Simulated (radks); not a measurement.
**H inside a hard spherical wall**

What does compression do to the levels of H? A hard sphere of shrinking radius stands in for pressure; the configuration is held at 1s1.

Program: radks (a radial shooting solver on a logarithmic mesh, Libxc functionals) version 1. Level of theory: scalar-relativistic Kohn-Sham, r2SCAN, spin-unpolarised, spherical densities, finite nucleus. These are calculated values, not measurements, unless marked.

## 1. The atom as given

```
element            : hydrogen (Z = 1)
charge             : 0
electrons          : 1
configuration      : 1s1
nuclear rms radius : 0.8783 fm
```

The outer shells:

H
```
1s [↑ ]
```

## 2. The free atom

Input:

```text
Z 1
configuration 1s1 2s0 2p0
relativity scalar-relativistic
functional r2scan,r2scan
spin unpolarised
nucleus finite rms 0.8783 fm
c 137.035999084
```

## 3. Wall at 15 bohr

Input: that of step 2 with these lines changed.

```diff
@@ -6,2 +6,3 @@
 nucleus finite rms 0.8783 fm
+wall 15 bohr
 c 137.035999084
```

## 4. Wall at 8 bohr

Input: that of step 3 with these lines changed.

```diff
@@ -6,3 +6,3 @@
 nucleus finite rms 0.8783 fm
-wall 15 bohr
+wall 8 bohr
 c 137.035999084
```

## 5. Wall at 6 bohr

Input: that of step 4 with these lines changed.

```diff
@@ -6,3 +6,3 @@
 nucleus finite rms 0.8783 fm
-wall 8 bohr
+wall 6 bohr
 c 137.035999084
```

## 6. Wall at 4 bohr

Input: that of step 5 with these lines changed.

```diff
@@ -6,3 +6,3 @@
 nucleus finite rms 0.8783 fm
-wall 6 bohr
+wall 4 bohr
 c 137.035999084
```

## 7. Wall at 3.5 bohr

Input: that of step 6 with these lines changed.

```diff
@@ -6,3 +6,3 @@
 nucleus finite rms 0.8783 fm
-wall 4 bohr
+wall 3.5 bohr
 c 137.035999084
```

## 8. Wall at 3 bohr

Input: that of step 7 with these lines changed.

```diff
@@ -6,3 +6,3 @@
 nucleus finite rms 0.8783 fm
-wall 3.5 bohr
+wall 3 bohr
 c 137.035999084
```

Before running it: what results should come out? Wanted: for each run, R; E − E(free); ε(1s); ε(2s, empty); ε(2p, empty); pressure.

The runs gave:

```tsv
R (bohr)	E − E(free) (eV)	ε(1s) (eV)	ε(2s, empty) (eV)	ε(2p, empty) (eV)	pressure (GPa)
free	0.000	-6.650	-	-	0
15	0.000	-6.650	-	-	< 0.0001
8	0.003	-6.635	4.015	3.339	0.00549
6	0.045	-6.491	7.321	5.088	0.146
4	0.656	-5.203	20.242	11.797	4.72
3.5	1.286	-4.135	28.307	15.955	12.3
3	2.560	-2.198	41.331	22.654	34.3
```

What this shows: At the tightest wall, 3 bohr, the energy stands 2.560 eV above the free atom and the pressure, −dE/dV, is 34.3 GPa. Of the levels in the table that exist at both ends, 1s rises most from the free atom (4.453 eV). Shells are not refilled when levels cross, and a hard wall is a model, not a crystal.
